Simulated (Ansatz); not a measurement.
# C2H5ClSi: vertical spin-state energies in Python

Aim: vertical spin-state energies, for C2H5ClSi, run from a script. SMILES: ClC1C[SiH2]1.

Computed with Ansatz 0.2.0 through its Python package. Level of theory: B3LYP/cc-pVTZ.

### 1 The system

Bond lengths: Cl1–C2 1.746 Å, C2–C3 1.453 Å, C2–Si4 1.808 Å, C3–Si4 1.821 Å, C2–H5 1.076 Å, C3–H6 1.090 Å, C3–H7 1.112 Å, Si4–H8 1.470 Å, Si4–H9 1.538 Å. Angles (14 of 18 angles, heavy atoms first): Cl1–C2–C3 117.2°, Cl1–C2–Si4 118.0°, C3–C2–Si4 66.9°, C2–C3–Si4 65.9°, C2–Si4–C3 47.2°, Cl1–C2–H5 111.2°, C3–C2–H5 118.7°, Si4–C2–H5 118.7°, C2–C3–H6 121.3°, C2–C3–H7 121.7°, Si4–C3–H6 113.0°, Si4–C3–H7 113.9°, C2–Si4–H8 122.1°, C2–Si4–H9 119.7°.

No structure file is read: the coordinates are typed or built in the script.

### 2 The script

Contents of spin.py:

```python
'''Gap between spin states of C2H5ClSi at one geometry.'''

from dataclasses import dataclass

import ansatz
from ase import Atoms


@dataclass(frozen=True)
class Options:
    basis_set: str = 'cc-pVTZ'
    xc: str = 'b3lyp'


opts = Options()

atoms = Atoms(['Cl', 'C', 'C', 'Si', 'H', 'H', 'H', 'H', 'H'], positions=[
    [-0.6232, -0.4249, -2.2623],
    [-0.4447, 0.4125, -0.7402],
    [0.8325, 0.2863, -0.0598],
    [-0.5434, -0.5611, 0.7803],
    [-0.9225, 1.3757, -0.7678],
    [1.6, -0.3996, -0.4174],
    [1.2688, 1.1251, 0.5253],
    [-0.2491, -2.0011, 0.806],
    [-0.8297, 0.1408, 2.1188],
])
molecule = ansatz.Crystal.molecule_from_ase(atoms)

setup = (
    molecule.calculation()
    .basis(gaussian=opts.basis_set)
    .functional(opts.xc)
)
found = {}
for unpaired in [0, 2]:
    report = setup.spin('collinear', total=unpaired).run(threads=1, pin='off').report
    s = unpaired / 2
    found[unpaired] = report['free_energy_ev']
    print(f'2S+1 = {unpaired + 1}: E = {found[unpaired]:.5f} eV, <S^2> = {abs(report["mean_field"]["state"]["spin_squared"]):.3f} (pure state {s * (s + 1):.2f})')
lowest = min(found, key=found.get)
for unpaired, e in found.items():
    print(f'multiplicity {unpaired + 1}: {96.485332 * (e - found[lowest]):.1f} kJ/mol above the lowest')
```

### 3 What the engine is handed

The package turns the script's settings into the engine's input (first run):

```yaml
crystal:
  periodic: [false, false, false]
  atoms:
    - { symbol: Cl, position_ang: [-0.6232, -0.4249, -2.2623] }
    - { symbol: C, position_ang: [-0.4447, 0.4125, -0.7402] }
    - { symbol: C, position_ang: [0.8325, 0.2863, -0.0598] }
    - { symbol: Si, position_ang: [-0.5434, -0.5611, 0.7803] }
    - { symbol: H, position_ang: [-0.9225, 1.3757, -0.7678] }
    - { symbol: H, position_ang: [1.6, -0.3996, -0.4174] }
    - { symbol: H, position_ang: [1.2688, 1.1251, 0.5253] }
    - { symbol: H, position_ang: [-0.2491, -2.0011, 0.806] }
    - { symbol: H, position_ang: [-0.8297, 0.1408, 2.1188] }
basis:
  gaussian:
    orbitals: cc-pVTZ
hamiltonian:
  xc: b3lyp
magnetization:
  spin_polarized: true
  initial_magnetization: 0.0
```

### 4 Running it

The run is started by

```sh
$ python spin.py
```

**Question.** Which spin state is lowest at this geometry, and how far above lie the others?

**Answer**, as computed:

```
        quantity             value
   runs compared                 2
          lowest  run 1 (2S+1 = 1)
next above it by          4.076 eV
```

In order: multiplicity 1 (+0.00 eV) and multiplicity 3 (+4.08 eV), all at the one geometry. Reading the output:
- The geometry is a force-field or estimated start, not a minimum of this method, and the basis set is short of its limit. All parts are taken at fixed geometry, without zero-point energy.
- b3lyp holds the VWN-RPA fit, as in Gaussian; the form of ORCA and Turbomole is b3lyp5.
